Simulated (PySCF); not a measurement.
# CH5BClN (SMILES CNBCl): r2SCAN/def2-SVP

What is the energy change on altering one bond length of CH5BClN at r2SCAN/def2-SVP? 

The calculation is run with PySCF 2.14.0.

3 further runs of the same task are left out: 3 set aside as unsound or not needed.

## 1. The system as given

CH5BClN: 9 atoms, total charge 0, spin state singlet. As SMILES, `CNBCl`. The shape is that of a PBE0-D4/def2-TZVP optimisation. This is one conformer, not always the lowest.

Bond lengths: C1–N2 1.445 Å, N2–B3 1.381 Å, B3–Cl4 1.771 Å, C1–H5 1.094 Å, C1–H6 1.094 Å, C1–H7 1.090 Å, N2–H8 1.009 Å, B3–H9 1.192 Å. Some angles: C1–N2–B3 126.0°, N2–B3–Cl4 119.6°, C1–N2–H8 115.0°, B3–N2–H8 119.0°, N2–C1–H5 111.4°, N2–C1–H6 111.4°, N2–C1–H7 109.2°, N2–B3–H9 121.5°, Cl4–B3–H9 118.9°, H5–C1–H6 108.3°.

## 2. A single-point energy at r2SCAN/def2-SVP

The input, calc.py:

```python
# CNBCl
from pyscf import gto, dft

mol = gto.Mole()
mol.atom = [
    ('C', (0.510100, 0.482100, -0.973400)),
    ('N', (-0.407900, -0.226000, -0.111700)),
    ('B', (-0.261100, -0.415200, 1.248200)),
    ('Cl', (-1.495300, -1.314500, 2.144800)),
    ('H', (0.907000, -0.170400, -1.756500)),
    ('H', (0.027900, 1.338900, -1.452800)),
    ('H', (1.346700, 0.849900, -0.380000)),
    ('H', (-1.220500, -0.605500, -0.573900)),
    ('H', (0.681600, 0.014200, 1.838200)),
]
mol.max_memory = 1860
mol.basis = 'def2-svp'
mol.verbose = 4
mol.spin = 0
mol.build()

calc0 = dft.RKS(mol)
calc0.xc = 'r2scan'
calc0.conv_tol = 1e-10
calc0.grids.level = 5
calc0.kernel()
if not calc0.converged:
    calc0 = calc0.newton().run(calc0.mo_coeff, calc0.mo_occ)

e_final = calc0.e_tot
print('E(%s) = %.9f' % ('R2SCAN', e_final))
```

Run with:

```bash
$ OMP_NUM_THREADS=1 python calc.py
```

Output:

```text
PySCF version 2.14.0

[... 80 lines left out ...]
converged SCF energy = -580.658893053454
E(R2SCAN) = -580.658893053
```

It took 33 s on 1 thread of Intel Xeon Platinum 8488C (Sapphire Rapids), shared host; peak memory 0.45 GiB.

## 3. The distorted shape, same level

The input, run.py:

```python
from pyscf import gto, dft

mol = gto.M(
    atom='''
C        0.488085       0.510473      -1.177338
N       -0.429915      -0.197627      -0.315638
B       -0.261100      -0.415200       1.248200
Cl      -1.495300      -1.314500       2.144800
H        0.884985      -0.142027      -1.960438
H        0.005885       1.367273      -1.656738
H        1.324685       0.878273      -0.583938
H       -1.242515      -0.577127      -0.777838
H        0.681600       0.014200       1.838200
''',
    spin=0,
    charge=0,
    verbose=3,
    max_memory=1860,
    basis='def2-svp',
)

calc0 = dft.RKS(mol, xc='r2scan')
calc0.conv_tol = 1e-10
calc0.grids.level = 5
calc0.kernel()
if not calc0.converged:
    calc0 = calc0.newton().run(calc0.mo_coeff, calc0.mo_occ)

e_tot = calc0.e_tot
print('Final energy', e_tot)
```

Run with:

```bash
$ OMP_NUM_THREADS=1 python run.py
```

Output:

```text
converged SCF energy = -580.636599756791
Final energy -580.6365997567913
```

Run time: 33 s. Hardware: 1 thread of Intel Xeon Platinum 8488C (Sapphire Rapids), shared host; peak memory 0.45 GiB.

## 4. Outcome

At r2SCAN/def2-SVP:

```
                                                         quantity          value
                                        first shape: total energy  -580.65889 Eh
                                       first shape: dipole moment         2.94 D
                                         first shape: HOMO energy       -6.63 eV
                                         first shape: LUMO energy       -0.04 eV
                                       first shape: HOMO–LUMO gap        6.59 eV
                                    distorted shape: total energy  -580.63660 Eh
                                   distorted shape: dipole moment         2.17 D
                                     distorted shape: HOMO energy       -6.05 eV
                                     distorted shape: LUMO energy       -0.87 eV
                                   distorted shape: HOMO–LUMO gap        5.18 eV
energy change with the N2–B3 bond stretched from 1.381 to 1.588 Å       0.607 eV
```

**Reading.** With the N2–B3 bond stretched from 1.381 to 1.588 Å the energy rises by 0.61 eV (14.0 kcal/mol). The first shape isn't relaxed at this level, so the change isn't measured from a minimum. Mulliken charges (first shape) run from -0.17 on Cl4 to +0.14 on H8. Mulliken charges (distorted shape) run from -0.32 on N2 to +0.15 on H8; they depend strongly on the basis.
